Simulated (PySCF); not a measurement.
# [Eu(H2O)6]3+: other functionals and bases at one geometry

The task here is to estimate one member of a computed series from the others.

Method: several levels, as the steps say, no spin–orbit coupling; program: PySCF 2.14.0.

3 further runs of the same task are left out: 2 for a known fault of the program, 1 that didn't finish.

**The starting structure**

19 atoms, charge 3, spin multiplicity 1.

Bond lengths: Eu1–O2 2.403 Å, Eu1–O5 2.403 Å, Eu1–O8 2.403 Å, Eu1–O11 2.403 Å, Eu1–O14 2.403 Å, Eu1–O17 2.403 Å, O2–H3 0.987 Å, O2–H4 0.987 Å, O5–H6 0.987 Å, O5–H7 0.987 Å, O8–H9 0.987 Å, O8–H10 0.987 Å, O11–H12 0.987 Å, O11–H13 0.987 Å, O14–H15 0.987 Å, O14–H16 0.987 Å, O17–H18 0.987 Å, O17–H19 0.987 Å. Angles: O2–Eu1–O5 180.0°, O2–Eu1–O8 90.0°, O2–Eu1–O11 90.0°, O2–Eu1–O14 90.0°, O2–Eu1–O17 90.0°, O5–Eu1–O8 90.0°, O5–Eu1–O11 90.0°, O5–Eu1–O14 90.0°, O5–Eu1–O17 90.0°, O8–Eu1–O11 90.0°, O8–Eu1–O14 180.0°, O8–Eu1–O17 90.0°, O11–Eu1–O14 90.0°, O11–Eu1–O17 180.0°, O14–Eu1–O17 90.0°, Eu1–O2–H3 128.2°, Eu1–O2–H4 128.2°, H3–O2–H4 103.6° and more.

Coordinates:

```xyz
19
charge 3, multiplicity 1
Eu    0.00000    0.00000    0.00000
O     0.00000    0.00000    2.40288
H     0.77612   -0.00122    3.01333
H    -0.77612    0.00122    3.01333
O     0.00000    0.00000   -2.40288
H     0.77612    0.00122   -3.01333
H    -0.77612   -0.00122   -3.01333
O     2.40325    0.00000    0.00000
H     3.01378   -0.77556   -0.00127
H     3.01378    0.77556    0.00127
O     0.00000    2.40263    0.00000
H     0.00274    3.01305    0.77612
H    -0.00274    3.01305   -0.77612
O    -2.40325    0.00000    0.00000
H    -3.01378    0.77556   -0.00127
H    -3.01378   -0.77556    0.00127
O     0.00000   -2.40263    0.00000
H    -0.00274   -3.01305    0.77612
H     0.00274   -3.01305   -0.77612
```

Formal oxidation states: Eu +3. Each metal's 6 4f electrons lie in its core potential, so multiplicities, spins and levels count the valence alone. An earlier session relaxed this geometry at PBE, Eu lcecp-1-SVP with ECP52, O def2-SVP, H def2-SVP (singlet, point group Th).

At PBE on the finer grid: E = -492.250263 Eh, HOMO -20.60 eV, LUMO -13.89 eV, Mulliken charge on Eu1 +1.16 e, largest force component 0.014 eV/Å. 

Levels to run: HF; CAM-B3LYP; revPBE; M06-L; PBE, TZVP. Hardware: 4 threads of Arm Neoverse V2, shared host.

The first run:

The input, run.py (the lines that set the calculation):

```python
mol = gto.M(atom='''
Eu     0.00000     0.00000     0.00000
O      0.00000     0.00000     2.40288
H      0.77612    -0.00122     3.01333
H     -0.77612     0.00122     3.01333
O      0.00000     0.00000    -2.40288
H      0.77612     0.00122    -3.01333
H     -0.77612    -0.00122    -3.01333
O      2.40325     0.00000     0.00000
H      3.01378    -0.77556    -0.00127
H      3.01378     0.77556     0.00127
O      0.00000     2.40263     0.00000
H      0.00274     3.01305     0.77612
H     -0.00274     3.01305    -0.77612
O     -2.40325     0.00000     0.00000
H     -3.01378     0.77556    -0.00127
H     -3.01378    -0.77556     0.00127
O      0.00000    -2.40263     0.00000
H     -0.00274    -3.01305     0.77612
H      0.00274    -3.01305    -0.77612''',
    basis={'Eu': 'lcecp-1-SVP', 'O': 'def2-SVP', 'H': 'def2-SVP'},
    ecp={'Eu': 'lcecp-1-SVP'},
    charge=3, spin=0)
mf = scf.RHF(mol)
mf = mf.density_fit()  # fitting sets: Eu AutoAux, O def2-universal-JKFIT, H def2-universal-JKFIT
mf.conv_tol = 1e-08; mf.max_cycle = 55
mf.kernel(dm0)  # dm0: the density of the relaxed state
```

The run is started by

```sh
OMP_NUM_THREADS=4 python run.py
```

Among the steps run: HF; CAM-B3LYP; revPBE; M06-L; PBE, TZVP.

One table of the session follows, with a row left open; its other results are not shown here.

| level | HOMO (eV) | gap (eV) | charge on Eu1 (e) | largest force component (eV/Å) |
| --- | --- | --- | --- | --- |
| PBE (relaxed here) | -20.60 | 6.71 | 1.16 | 0.01 |
| HF | -27.44 | 18.14 | 1.88 | 1.98 |
| CAM-B3LYP | -24.04 | 12.31 | 1.33 | 0.42 |
| revPBE | -20.56 | 6.76 | 1.22 | 0.17 |
| M06-L | -21.09 | 7.53 | 1.56 | 0.53 |
| PBE, TZVP | ? | ? | ? | ? |

**Question.** Estimate the row for PBE, TZVP.

As computed: HOMO (eV): -20.73; gap (eV): 6.78; charge on Eu1 (e): 1.87; largest force component (eV/Å): 0.34. In the column «HOMO (eV)» it lies between M06-L (-21.09) and PBE (relaxed here) (-20.60).

In one basis the HOMO–LUMO gap runs from 6.71 eV (PBE) to 18.14 eV (HF). The largest leftover force, 1.98 eV/Å with HF, stands at a geometry relaxed at another level. With 4f in the core, its levels are missing from HOMO and gap, and its count is fixed, so no charge can pass from the ligands into it. Total energies of different levels can't be compared.
